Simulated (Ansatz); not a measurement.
# Isostructural Ca3BiP, Sr3BiP, Ba3BiP: table of trends

Wanted for isostructural Ca3BiP, Sr3BiP, Ba3BiP: a table of trends.

Computed with Ansatz 0.2.0, driven from Python. Level of theory: DFT r2SCAN, plane waves, norm-conserving potentials.

## 1. The system

Ca3BiP Pm-3m: It takes space group Pm-3m (No. 221, cubic). Conventional cell: a = 5.417 Å, b = 5.417 Å, c = 5.417 Å, α = 90.00°, β = 90.00°, γ = 90.00°. Ca (site symmetry 4/mmm) is surrounded by 2 P at 2.71 Å. Bi (site symmetry m-3m) is surrounded by 12 Ca at 3.83 Å. P (site symmetry m-3m) has 6 Ca at 2.71 Å as nearest neighbours.

Sr3BiP Pm-3m: Symmetry: Pm-3m, No. 221, cubic system. The conventional cell has a = 5.777 Å, b = 5.777 Å, c = 5.777 Å, α = 90.00°, β = 90.00°, γ = 90.00°. Sr (site symmetry 4/mmm) has 2 P at 2.89 Å as nearest neighbours. Bi (site symmetry m-3m) is surrounded by 12 Sr at 4.08 Å. P (site symmetry m-3m) has 6 Sr at 2.89 Å as nearest neighbours.

Ba3BiP Pm-3m: The structure is cubic, space group Pm-3m (No. 221). The conventional cell has a = 6.142 Å, b = 6.142 Å, c = 6.142 Å, α = 90.00°, β = 90.00°, γ = 90.00°. Ba (site symmetry 4/mmm) has 2 P at 3.07 Å as nearest neighbours. Bi (site symmetry m-3m) is surrounded by 12 Ba at 4.34 Å. P (site symmetry m-3m) has 6 Ba at 3.07 Å as nearest neighbours.

No structure file is read: the coordinates are typed or built in the script.

## 2. The code

The input, trend_ca3bip.py:

```python
"""Trends along isostructural compounds in space group Pm-3m, after relaxing atoms and volume at fixed cell shape."""

import warnings

import ansatz
from ase import Atoms
import matplotlib.pyplot as plt
import numpy as np


def solve(name, crystal):
    calc = crystal.calculation()
    calc = calc.functional("r2SCAN")
    calc = calc.pseudopotentials("nc")
    calc = calc.scf(max_iterations=150).kpoints(spacing=0.39)
    calc = calc.occupations("fermi_dirac", width=0.1)
    calc = calc.stress().band_table()
    calc = calc.relax(force_tolerance=0.01, fix_cell=["shape"])
    return calc.run(threads=1, pin="off")


def volume_per_atom(outcome):
    return abs(np.linalg.det(outcome.lattice.cell_ang)) / len(outcome.lattice.sites)

warnings.simplefilter("ignore", ansatz.DeckWarning)

phases = {}
atoms = Atoms(
    ["Ca", "Ca", "Ca", "Bi", "P"],
    scaled_positions=[
        [0.0, 0.5, 0.5],
        [0.5, 0.0, 0.5],
        [0.5, 0.5, 0.0],
        [0.0, 0.0, 0.0],
        [0.5, 0.5, 0.5],
    ],
    cell=[
        [5.417466, 0.0, 0.0],
        [0.0, 5.417466, 0.0],
        [0.0, 0.0, 5.417466],
    ],
    pbc=True,
)
ca3bip = ansatz.Crystal.from_ase(atoms)
phases["Ca3BiP"] = ca3bip
sr3bip = (
    ansatz.Lattice.cubic(5.776749)
    .space_group(221)
    .atom("Sr", [0.0, 0.5, 0.5])
    .atom("Bi", [0.0, 0.0, 0.0])
    .atom("P", [0.5, 0.5, 0.5])
)
phases["Sr3BiP"] = sr3bip
atoms = Atoms(
    ["Ba", "Ba", "Ba", "Bi", "P"],
    scaled_positions=[
        [0.0, 0.5, 0.5],
        [0.5, 0.0, 0.5],
        [0.5, 0.5, 0.0],
        [0.0, 0.0, 0.0],
        [0.5, 0.5, 0.5],
    ],
    cell=[
        [6.142485, 0.0, 0.0],
        [0.0, 6.142485, 0.0],
        [0.0, 0.0, 6.142485],
    ],
    pbc=True,
)
ba3bip = ansatz.Crystal.from_ase(atoms)
phases["Ba3BiP"] = ba3bip

done = {name: solve(name, crystal) for name, crystal in phases.items()}

rows = [(name, volume_per_atom(o)) for name, o in done.items()]
print("  compound  V (A^3/atom)")
for row in rows:
    print(f"{str(row[0]):>10}  {row[1]:12.3f}")
plt.figure(figsize=(4.5, 3))
plt.bar([row[0] for row in rows], [row[1] for row in rows])
plt.ylabel("V (A^3/atom)")
plt.tight_layout()
plt.savefig("trend.png", dpi=100)
```

## 3. The input behind the calls

The package turns the script's settings into the engine's input (first run):

```yaml
crystal:
  lattice:
    - [5.417466, 0.0, 0.0]
    - [0.0, 5.417466, 0.0]
    - [0.0, 0.0, 5.417466]
  atoms:
    - { symbol: Ca, position: [0.0, 0.5, 0.5] }
    - { symbol: Ca, position: [0.5, 0.0, 0.5] }
    - { symbol: Ca, position: [0.5, 0.5, 0.0] }
    - { symbol: Bi, position: [0.0, 0.0, 0.0] }
    - { symbol: P, position: [0.5, 0.5, 0.5] }
kpoints:
  mp_grid:
    kspacing: 0.39
hamiltonian:
  xc: r2scan
  pseudopotentials:
    kind: nc
scf:
  max_iter: 150
  occupations:
    method: fermi_dirac
    width: 0.1
relax:
  f_tol: 0.01
  cell:
    fix: [shape]
output:
  stress: true
  eigenvalues: true
```

## 4. The run

Command:

```
$ python trend_ca3bip.py
```

**Question.** What results will this script give? Wanted: Ca3BiP; Sr3BiP; Ba3BiP.

**Answer**, as computed:

```
                                   quantity                 value
                              runs compared                     3
Ca3BiP (run 1): relaxed volume, space group  31.64 Å³/atom, Pm-3m
Sr3BiP (run 2): relaxed volume, space group  38.26 Å³/atom, Pm-3m
Ba3BiP (run 3): relaxed volume, space group  45.57 Å³/atom, Pm-3m
```

**Reading.** By relaxed volume an atom the order is Ca3BiP (run 1) < Sr3BiP (run 2) < Ba3BiP (run 3). In run 1, the volume shrank by 0.5 % over 1 move, and the space group stayed Pm-3m. In run 2, the volume shrank by 0.8 % over 1 move, and the space group stayed Pm-3m. Such functionals run on norm-conserving files made under PBE, which can move pressures by some GPa. Atoms and volume are relaxed with the cell's shape held, which in cells of lower than cubic symmetry can hide stresses and shift volumes. Spin-orbit coupling, which matters for elements this heavy, is left out. Some members of the series are computed structures and not known phases.
